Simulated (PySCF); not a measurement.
F2TiCl2, in a box:

```xyz
5
Lattice="13.0000 0.0000 0.0000 0.0000 13.0000 0.0000 0.0000 0.0000 12.0000" Properties=species:S:1:pos:R:3 pbc="T T T"
F     6.5623    5.7757    7.3936
Ti    6.7542    5.9659    5.6813
F     8.0852    4.9923    5.1473
Cl    4.9408    5.3281    4.6745
Cl    7.1527    8.0497    5.2247
```

Base run:

```yaml
Program: PySCF 2.14.0
Functional: PBE
Potentials_or_basis: def2-svp (all-electron)
k_mesh: 1 × 1 × 1
Occupations: fixed
Spin: no spin polarisation
```

Its results: gap between the frontier levels 3.96 eV.

Q: The run is repeated on the same cell with these changes: functional from PBE to SCAN0. What comes out?

A: Gap between the frontier levels 6.36 eV.

SCAN0 gives the wider gap, since exact exchange removes part of the self-interaction.

Caveats: this is a molecule in a periodic box at the Γ point, so its band gap is the HOMO-LUMO gap; the basis of atomic orbitals isn't converged, which shifts pressures, moduli and gaps.

